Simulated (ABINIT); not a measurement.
Pt2SeS:

```
Pt Se S
1.0
     4.36646    0.00000    0.00000
    -2.18323    3.78147    0.00000
     0.00000    0.00000    5.02058
Pt Se S
2 1 1
Direct
  0.33333 0.66667 0.50000
  0.66667 0.33333 0.50000
  0.00000 0.00000 0.50000
  0.00000 0.00000 0.00000
```

The cell was built by a generator and needn't be a form met in nature.

```yaml
Program: ABINIT 10.8.3 (patched build)
Task: relaxation of cell and atoms
Functional: PBE
Potentials_or_basis: JTH PAW PBE v2.0
Cutoff: 544 eV
k_mesh: 7 × 7 × 6
Occupations: fermi-dirac, width 0.05 eV
Spin: no spin polarisation
```

At the start: pressure 15.5 GPa; volume 20.72 Å³/atom.

Task: Where does the relaxation end?

Result: Over 5 steps the energy falls by 120.3 meV/atom and the volume is 23.56 Å³/atom (+13.7 %); space group P6/mmm (No. 191, to 0.05 Å).

The path:
```csv
step,energy change (eV),largest force (eV/Å),pressure (GPa),volume (Å³)
1,0.0000,0.0000,15.50,82.90
2,-0.2974,0.0000,8.66,86.89
3,-0.4743,0.0000,1.44,92.76
4,-0.4810,0.0000,0.18,94.06
5,-0.4811,0.0000,0.00,94.25
```

Final structure:
```
Pt Se S
1.0
     4.55728    0.00000    0.00000
    -2.27864    3.94672    0.00000
     0.00000    0.00000    5.23998
Pt Se S
2 1 1
Direct
  0.33333 0.66667 0.50000
  0.66667 0.33333 0.50000
  0.00000 0.00000 0.50000
  0.00000 0.00000 0.00000
```

Caveat: the atomic spheres overlap.
